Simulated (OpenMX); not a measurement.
**CsLiCr2Te2S3 under changes of volume**

One of the cells (29.298 Å³/atom); the others are scaled copies at fixed shape and fractional positions:

```
CELL_PARAMETERS angstrom
3.42162 -5.18069 0.00784
3.42162 5.18069 0.00784
-2.90411 0.00000 7.43093
ATOMIC_POSITIONS crystal
Cs 0.09374 0.09374 0.00853
Li 0.58875 0.58875 0.55336
Cr 0.05646 0.46755 0.55790
Cr 0.46755 0.05646 0.55790
Te 0.56486 0.87357 0.29035
Te 0.87357 0.56486 0.29035
S 0.81151 0.39697 0.73347
S 0.39697 0.81151 0.73347
S 0.21404 0.21404 0.48371
```

The cell was built by a generator and needn't be a form met in nature.

* Program: OpenMX 3.8.5
* Functional: PBE
* Potentials or basis: OpenMX 2013 PBE set, Cs12.0-s2p2d1, Li8.0-s3p1, Cr6.0-s2p2d1, Te7.0-s3p2d2, S7.0-s2p2d1, fixed grid of 72 × 72 × 100 points
* k mesh: 5 × 5 × 5
* Occupations: fermi-dirac, width 0.05 eV
* Spin: collinear spin, ferromagnetic start
* Starting moments: [0.0, 0.0, 3.0, 3.0, 0.0, 0.0, 0.0, 0.0, 0.0] μB

| volume (Å³/atom) | energy over the lowest point (meV/atom) | moment (μB per cell) | largest force (eV/Å) |
| --- | --- | --- | --- |
| 27.540 | 31.83 | 4.00 | 1.248 |
| 28.126 | ? | ? | ? |
| 28.712 | 8.76 | 4.01 | 0.763 |
| 29.298 | 2.79 | 4.01 | 0.547 |
| 29.884 | 0.00 | 4.02 | 0.349 |
| 30.470 | 0.06 | 4.03 | 0.184 |
| 31.056 | 2.67 | 4.04 | 0.180 |

Q: What does the run at 28.126 Å³/atom give?

A: Energy over the lowest point 18.31 meV/atom; moment 4.01 μB per cell; largest force 0.996 eV/Å.

Worked out: A Birch-Murnaghan fit of order 3 (a polynomial in V^(-2/3)) to the other rows has its minimum at 30.16 Å³/atom with B0 = V·E''(V) = 38 GPa and B' = 4.7 at fixed shape and positions, which overstates the stiffness. It gives 18.30 meV/atom at 28.126 Å³/atom, against the run's 18.31. A straight line through the other rows of the moment, of slope 0.0112 μB per Å³/atom, gives 4.00 μB, against the run's 4.01.

Energies are extrapolated to zero smearing.

Caveats: the basis has few d functions beyond the semicore shells, which can make volumes several per cent too large; the transition metal has a single d function, too few for pressures, volumes and moments; the basis of atomic orbitals isn't converged, which shifts pressures, moduli and gaps; only a ferromagnetic start was run, and an antiferromagnetic order may lie lower in energy; forces of over 1 eV/Å show positions far from the minimum, so gaps and moduli don't describe the material at rest (some runs).
